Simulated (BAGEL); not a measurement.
# CH6BNO2 (SMILES COB(N)O): HF/3-21G (density fitting with cc-pvqz-jkfit)

Aim: the vertical ionisation energy of CH6BNO2 at HF/3-21G (density fitting with cc-pvqz-jkfit), from 2 runs. 

The calculation is run with BAGEL 1.2.2.

5 further runs of the same task are left out: 2 that didn't finish, 3 set aside as unsound or not needed.

## (1) The molecule

CH6BNO2: 11 atoms, total charge 0, spin state singlet. SMILES: `COB(N)O`. The coordinates come from a PBE0-D4/def2-TZVP relaxation. This is one conformer, not always the lowest.

Bond lengths: C1–O2 1.404 Å, O2–B3 1.375 Å, B3–N4 1.409 Å, B3–O5 1.372 Å, C1–H6 1.096 Å, C1–H7 1.091 Å, C1–H8 1.096 Å, N4–H9 1.002 Å, N4–H10 1.003 Å, O5–H11 0.959 Å. Some angles: C1–O2–B3 120.9°, O2–B3–N4 123.5°, O2–B3–O5 117.8°, N4–B3–O5 118.7°, O2–C1–H6 111.6°, O2–C1–H7 108.2°, O2–C1–H8 111.6°, B3–N4–H9 124.4°, B3–N4–H10 121.1°, B3–O5–H11 111.1°.

## (2) A single-point energy at HF/3-21G (density fitting with cc-pvqz-jkfit)

input.json reads:

```json
{ "bagel": [

{
  "title": "molecule",
  "basis": "3-21g",
  "df_basis": "cc-pvqz-jkfit",
  "angstrom": true,
  "geometry": [
    { "atom": "C", "xyz": [       0.713500,       0.851600,       1.129700 ] },
    { "atom": "O", "xyz": [      -0.446700,       0.102500,       0.878500 ] },
    { "atom": "B", "xyz": [      -0.644000,      -0.506700,      -0.338400 ] },
    { "atom": "N", "xyz": [       0.275800,      -0.431900,      -1.403700 ] },
    { "atom": "O", "xyz": [      -1.801000,      -1.223100,      -0.514800 ] },
    { "atom": "H", "xyz": [       0.801300,       1.701800,       0.443100 ] },
    { "atom": "H", "xyz": [       0.654400,       1.238600,       2.147600 ] },
    { "atom": "H", "xyz": [       1.616900,       0.236000,       1.047600 ] },
    { "atom": "H", "xyz": [       1.144100,       0.066300,      -1.366900 ] },
    { "atom": "H", "xyz": [       0.095200,      -0.890900,      -2.277500 ] },
    { "atom": "H", "xyz": [      -2.344100,      -1.201100,       0.275400 ] }
  ]
},

{
  "title": "hf"
},

{
  "title": "print",
  "file": "orbitals.molden",
  "orbitals": true
}

]}
```

Started as:

```sh
BAGEL_NUM_THREADS=1 BAGEL input.json > input.out
```

Log:

```text
* using 1 threads per process

  ===============================================================
  ===============================================================

  *** Geometry ***

  { "atom" : "C", "xyz" : [      1.348320,      1.609291,      2.134824 ] },
  { "atom" : "O", "xyz" : [     -0.844141,      0.193697,      1.660124 ] },
  { "atom" : "B", "xyz" : [     -1.216984,     -0.957524,     -0.639483 ] },
  { "atom" : "N", "xyz" : [      0.521186,     -0.816173,     -2.652609 ] },
  { "atom" : "O", "xyz" : [     -3.403397,     -2.311324,     -0.972831 ] },
  { "atom" : "H", "xyz" : [      1.514238,      3.215936,      0.837338 ] },
  { "atom" : "H", "xyz" : [      1.236637,      2.340615,      4.058376 ] },
  { "atom" : "H", "xyz" : [      3.055498,      0.445975,      1.979677 ] },
  { "atom" : "H", "xyz" : [      2.162036,      0.125289,     -2.583067 ] },
  { "atom" : "H", "xyz" : [      0.179902,     -1.683557,     -4.303851 ] },
  { "atom" : "H", "xyz" : [     -4.429707,     -2.269750,      0.520431 ] },

  Number of auxiliary basis functions:      836

  Since a DF basis is specified, we compute 2- and 3-index integrals:
    o Being stored without compression. Storage requirement is 0.022 GB

  Number of basis functions:       57
  Number of electrons      :       40

    * METHOD: MOLECULE                             0.78

  *** RHF ***

  === Nuclear Repulsion ===
   176.3137679474

      * DIIS with orbital gradients will be used.

  === RHF iteration (3-21g) ===
      0       -268.69590599          0.02857464           0.11
      1       -268.84424204          0.01388485           0.11
      2       -268.88156460          0.00144666           0.11
      3       -268.88228709          0.00037810           0.11
      4       -268.88232198          0.00007808           0.11
      5       -268.88232475          0.00001700           0.11
      6       -268.88232488          0.00000695           0.11
      7       -268.88232490          0.00000172           0.11
      8       -268.88232490          0.00000065           0.11
      9       -268.88232490          0.00000021           0.11
     10       -268.88232491          0.00000009           0.11
     11       -268.88232491          0.00000003           0.11
     12       -268.88232491          0.00000001           0.11
    * SCF iteration converged.

    * Permanent dipole moment:
           (   -0.833077,    -0.495471,    -0.077116) a.u.

    * METHOD: HF                                   1.66

    * METHOD: PRINT                                0.01

  ===============================================================
```

It took 2.6 s on 1 thread of Arm Neoverse V1, shared host; peak memory 0.12 GiB.

## (3) The doublet cation, same level

job.json reads:

```json
{ "bagel": [

{
  "title": "molecule",
  "basis": "3-21g",
  "df_basis": "cc-pvqz-jkfit",
  "angstrom": true,
  "geometry": [
    { "atom": "C", "xyz": [    0.713500,    0.851600,    1.129700 ] },
    { "atom": "O", "xyz": [   -0.446700,    0.102500,    0.878500 ] },
    { "atom": "B", "xyz": [   -0.644000,   -0.506700,   -0.338400 ] },
    { "atom": "N", "xyz": [    0.275800,   -0.431900,   -1.403700 ] },
    { "atom": "O", "xyz": [   -1.801000,   -1.223100,   -0.514800 ] },
    { "atom": "H", "xyz": [    0.801300,    1.701800,    0.443100 ] },
    { "atom": "H", "xyz": [    0.654400,    1.238600,    2.147600 ] },
    { "atom": "H", "xyz": [    1.616900,    0.236000,    1.047600 ] },
    { "atom": "H", "xyz": [    1.144100,    0.066300,   -1.366900 ] },
    { "atom": "H", "xyz": [    0.095200,   -0.890900,   -2.277500 ] },
    { "atom": "H", "xyz": [   -2.344100,   -1.201100,    0.275400 ] }
  ]
},
{
  "title": "uhf",
  "charge": 1,
  "nopen": 1
},
{
  "title": "print",
  "file": "orbitals.molden",
  "orbitals": true
}

]}
```

Started as:

```sh
BAGEL_NUM_THREADS=1 BAGEL job.json > job.out
```

Log:

```text
* using 1 threads per process

  ===============================================================
  ===============================================================

  *** Geometry ***

  { "atom" : "C", "xyz" : [      1.348320,      1.609291,      2.134824 ] },
  { "atom" : "O", "xyz" : [     -0.844141,      0.193697,      1.660124 ] },
  { "atom" : "B", "xyz" : [     -1.216984,     -0.957524,     -0.639483 ] },
  { "atom" : "N", "xyz" : [      0.521186,     -0.816173,     -2.652609 ] },
  { "atom" : "O", "xyz" : [     -3.403397,     -2.311324,     -0.972831 ] },
  { "atom" : "H", "xyz" : [      1.514238,      3.215936,      0.837338 ] },
  { "atom" : "H", "xyz" : [      1.236637,      2.340615,      4.058376 ] },
  { "atom" : "H", "xyz" : [      3.055498,      0.445975,      1.979677 ] },
  { "atom" : "H", "xyz" : [      2.162036,      0.125289,     -2.583067 ] },
  { "atom" : "H", "xyz" : [      0.179902,     -1.683557,     -4.303851 ] },
  { "atom" : "H", "xyz" : [     -4.429707,     -2.269750,      0.520431 ] },

  Number of auxiliary basis functions:      836

  Since a DF basis is specified, we compute 2- and 3-index integrals:
    o Being stored without compression. Storage requirement is 0.022 GB

  Number of basis functions:       57
  Number of electrons      :       40

    * METHOD: MOLECULE                             0.77

  *** Open-shell HF ***

  === Nuclear Repulsion ===
   176.3137679474

      * DIIS with orbital gradients will be used.

  === UHF iteration (3-21g) ===
      0       -268.34887009          0.04790053           0.21
      1       -268.49071808          0.02670293           0.20
      2       -268.52719331          0.01453713           0.20
      3       -268.54230751          0.00319672           0.21
      4       -268.54917578          0.00221297           0.21
      5       -268.55384999          0.00185934           0.21
      6       -268.55739559          0.00098938           0.21
      7       -268.55925952          0.00033946           0.21
      8       -268.55963125          0.00018193           0.21
      9       -268.55966510          0.00024877           0.21
     10       -268.55972323          0.00011569           0.21
     11       -268.55974030          0.00004670           0.21
     12       -268.55974547          0.00000759           0.21
     13       -268.55974606          0.00000429           0.21
     14       -268.55974616          0.00000385           0.21
     15       -268.55974633          0.00000275           0.21
     16       -268.55974640          0.00000102           0.21
     17       -268.55974640          0.00000054           0.21
     18       -268.55974641          0.00000030           0.21
     19       -268.55974641          0.00000011           0.21
     20       -268.55974641          0.00000005           0.21
     21       -268.55974641          0.00000002           0.21
     22       -268.55974641          0.00000000           0.21
    * SCF iteration converged.

    * S^2 (UHF) is 0.7601

    * Permanent dipole moment:
           (   -1.588068,    -0.185283,     1.702428) a.u.

    * METHOD: UHF                                  5.05

    * METHOD: PRINT                                0.01

  ===============================================================
```

It took 6 s on 1 thread of Arm Neoverse V1, shared host; peak memory 0.12 GiB.

## (4) Outcome

Level: HF/3-21G (density fitting with cc-pvqz-jkfit).

| quantity | value |
| --- | --- |
| singlet CH6BNO2: total energy | -268.88232 Eh |
| singlet CH6BNO2: dipole moment | 2.47 D |
| singlet CH6BNO2: HOMO energy | -10.86 eV |
| singlet CH6BNO2: LUMO energy | 6.92 eV |
| singlet CH6BNO2: HOMO–LUMO gap | 17.78 eV |
| doublet cation: total energy | -268.55975 Eh |
| doublet cation: ⟨S²⟩ | 0.760 |
| vertical ionisation energy (to the doublet cation) | 8.778 eV |

In words: The vertical ionisation energy comes to 8.78 eV (847 kJ/mol). The negative HOMO energy of the first species, 10.86 eV, lies 2.09 eV above that difference.
